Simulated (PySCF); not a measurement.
# Pr(NH2)3: other functionals and bases at one geometry

One table from this session's results is given with a row withheld; the runs are named, their logs left out.

The runs use PySCF 2.14.0; several levels, as the steps say, no spin–orbit coupling.

4 further runs of the same task are left out: 2 for a known fault of the program, 2 that didn't finish.

### The starting structure

10 atoms, charge 0, spin multiplicity 1.

Bond lengths: Pr1–N2 2.280 Å, Pr1–N5 2.279 Å, Pr1–N8 2.280 Å, N2–H3 1.024 Å, N2–H4 1.024 Å, N5–H6 1.024 Å, N5–H7 1.024 Å, N8–H9 1.024 Å, N8–H10 1.024 Å. Angles: N2–Pr1–N5 118.4°, N2–Pr1–N8 118.7°, N5–Pr1–N8 119.2°, Pr1–N2–H3 127.2°, Pr1–N2–H4 127.8°, H3–N2–H4 104.9°, Pr1–N5–H6 128.8°, Pr1–N5–H7 126.1°, H6–N5–H7 105.0°, Pr1–N8–H9 127.1°, Pr1–N8–H10 127.8°, H9–N8–H10 104.9°.

Coordinates:

| atom | x (Å) | y (Å) | z (Å) |
| --- | --- | --- | --- |
| Pr1 | -0.0065 | 0.0286 | 0.2883 |
| N2 | 2.2574 | 0.0108 | 0.0185 |
| H3 | 2.8718 | -0.8084 | 0.0008 |
| H4 | 2.8713 | 0.8056 | -0.1815 |
| N5 | -1.1385 | 1.9547 | -0.1631 |
| H6 | -2.1467 | 2.0969 | -0.2681 |
| H7 | -0.7199 | 2.8682 | -0.3604 |
| N8 | -1.1287 | -1.9563 | 0.2562 |
| H9 | -0.7216 | -2.8957 | 0.2365 |
| H10 | -2.1387 | -2.1044 | 0.1729 |

Formal oxidation states: Pr +3. Each metal's 2 4f electrons lie in its core potential, so multiplicities, spins and levels count the valence alone. An earlier session relaxed this geometry at B3LYP, Pr lcecp-1-SVP with ECP48, N def2-SVP, H def2-SVP (singlet, point group Cs).

At B3LYP on the finer grid: E = -200.712554 Eh, HOMO -5.61 eV, LUMO -1.39 eV, Mulliken charge on Pr1 +0.90 e, largest force component 0.018 eV/Å. 

Levels to run: BP86; TPSS; r2SCAN; BLYP; B3LYP, TZVP. Hardware: 2 threads of Intel Xeon at 2.80GHz (Skylake/Cascade Lake), shared host.

Set-up of the first run:

Contents of run.py (the lines that set the calculation):

```python
mol = gto.M(atom='''
Pr    -0.00646     0.02865     0.28827
N      2.25740     0.01076     0.01851
H      2.87180    -0.80841     0.00082
H      2.87132     0.80565    -0.18151
N     -1.13846     1.95470    -0.16310
H     -2.14675     2.09688    -0.26812
H     -0.71987     2.86816    -0.36044
N     -1.12870    -1.95631     0.25616
H     -0.72156    -2.89572     0.23650
H     -2.13871    -2.10435     0.17292''',
    basis={'Pr': 'lcecp-1-SVP', 'N': 'def2-SVP', 'H': 'def2-SVP'},
    ecp={'Pr': 'lcecp-1-SVP'},
    charge=0, spin=0)
mf = dft.RKS(mol, xc='B88,P86')
mf.grids.atom_grid = (75, 302)  # f atoms: unpruned, at least (60, 302)
mf = mf.density_fit()  # fitting sets: Pr AutoAux, N def2-universal-JKFIT, H def2-universal-JKFIT
mf.conv_tol = 1e-08; mf.max_cycle = 55
mf.kernel(dm0)  # dm0: the density of the relaxed state
```

The run is started by

```console
$ OMP_NUM_THREADS=2 python run.py
```

Steps of the session up to this table: BP86; TPSS; r2SCAN; BLYP; B3LYP, TZVP.

One table of the session follows, with a row left open; its other results are not shown here.

| level | HOMO (eV) | gap (eV) | charge on Pr1 (e) | dipole (D) | largest force component (eV/Å) |
| --- | --- | --- | --- | --- | --- |
| B3LYP (relaxed here) | -5.61 | 4.22 | 0.90 | 0.93 | 0.02 |
| BP86 | -4.64 | 2.92 | 0.77 | 0.87 | 0.45 |
| TPSS | -4.56 | 3.06 | 0.88 | 0.88 | 0.27 |
| r2SCAN | -4.78 | 3.43 | 0.93 | 0.93 | 0.10 |
| BLYP | ? | ? | ? | ? | ? |
| B3LYP, TZVP | -5.82 | 4.36 | 1.55 | 1.02 | 0.54 |

Estimate the missing values for BLYP.

As computed: HOMO (eV): -4.41; gap (eV): 2.67; charge on Pr1 (e): 0.73; dipole (D): 0.86; largest force component (eV/Å): 0.35. In the column «HOMO (eV)» it is the highest.

In one basis the HOMO–LUMO gap runs from 2.67 eV (BLYP) to 4.22 eV (B3LYP). The largest leftover force, 0.54 eV/Å with B3LYP, TZVP, stands at a geometry relaxed at another level. With 4f in the core, its levels are missing from HOMO and gap, and its count is fixed, so no charge can pass from the ligands into it. Total energies of different levels can't be compared.
